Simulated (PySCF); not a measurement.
# H18N6Ru ([Ru(NH3)6]3+): the cost of one run

Computed with PySCF 2.14.0 and routines of our own; the level stands in each step. Atoms count from 0.

## (1) The system as given

25 atoms, charge 3, states of the metal's open shell are computed; geometry from: model geometry, bond lengths from ionic radii.

## (2) Ligand-field states: state-averaged CASSCF

What the job is given:

```
{"job": {"kind": "lf", "basis": {"metal": "x2c-TZVPall", "ligand": "x2c-SVPall"}, "nevpt": true}, "charge": 3, "metal": "Ru", "open_shell": "d5"}
Ru     0.000000     0.000000     0.000000
N      0.000000     0.000000     2.110000
H      0.942357     0.000000     2.500337
H     -0.471179     0.816105     2.500337
H     -0.471179    -0.816105     2.500337
N      0.000000     0.000000    -2.110000
H     -0.942357     0.000000    -2.500337
H      0.471179     0.816105    -2.500337
H      0.471179    -0.816105    -2.500337
N      2.110000     0.000000     0.000000
H      2.500337     0.942357     0.000000
H      2.500337    -0.471179     0.816105
H      2.500337    -0.471179    -0.816105
N     -2.110000     0.000000     0.000000
H     -2.500337    -0.942357     0.000000
H     -2.500337     0.471179     0.816105
H     -2.500337     0.471179    -0.816105
N      0.000000     2.110000     0.000000
H      0.000000     2.500337     0.942357
H      0.816105     2.500337    -0.471179
H     -0.816105     2.500337    -0.471179
N     -0.000000    -2.110000     0.000000
H     -0.000000    -2.500337    -0.942357
H      0.816105    -2.500337     0.471179
H     -0.816105    -2.500337     0.471179
```

With the program's defaults for keys left out, this is: state-averaged CASSCF of the metal d shell, SC-NEVPT2 on the averaged canonical orbitals, state-interaction spin-orbit coupling.

Run with:

```console
> OMP_NUM_THREADS=1 python lf_run.py task.json out
```

One launch serves the whole session: the jobs run in the order shown.

**Question.** How long does this first job take on 1 thread of Intel Xeon Platinum 8488C, shared host, and how much memory does it need?

About 40 s, with a peak of 0.66 GiB.
